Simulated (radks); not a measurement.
# Ba⁴⁺ in [Kr] 4d9 5s2 5p4 6p1: an all-electron calculation

Aim: the levels, the sizes of the orbitals and the parts of the energy of the barium ion Ba4+.

Program: radks (a radial shooting solver on a logarithmic mesh, Libxc functionals) version 1. Level of theory: scalar-relativistic Kohn-Sham, r2SCAN, spin-polarised, spherical densities, finite nucleus; open shells are filled with parallel spins first. These are calculated values, not measurements, unless marked.

## 1. Starting point

```
element            : barium (Z = 56)
charge             : +4
electrons          : 52
configuration      : [Kr] 4d9 5s2 5p4 6p1
nuclear rms radius : 4.8378 fm
```

Outer shells as boxes (Hund's rule):

Ba⁴⁺
```
[Kr] core
4d [↑↓][↑↓][↑↓][↑↓][↑ ]
5s [↑↓]
5p [↑↓][↑ ][↑ ]
6p [↑ ][  ][  ]
```

## 2. The run

The run's settings:

```text
Z 56
configuration [Kr] 4d9 5s2 5p4 6p1 6s0 5d0
relativity scalar-relativistic
functional r2scan,r2scan
spin polarised
nucleus finite rms 4.8378 fm
c 137.035999084
```

Launch:

```
python run_ks.py task.json out
```

All runs below come from this command, one after another.

What does the calculation give?

The runs gave:

```
                        quantity                   value
                    total energy      -8128.4601 hartree
exchange-correlation share of it                  2.41 %
                            −T/E                  1.0557
          highest occupied level       6p up, -25.720 eV
    most extended occupied level  6p up, <r> = 3.60 bohr
 radius at density 0.001 e/bohr³               4.48 bohr
    maxima of the radial density                       4
```

6 principal shells are occupied and 4 maxima appear in the radial density; where shells overlap, one shows as a shoulder or not at all. Relativity lifts −T/E to 1.056. This is not the tabulated ground configuration, so its levels and sizes aren't those of the ground state, and no measured value stands beside it.
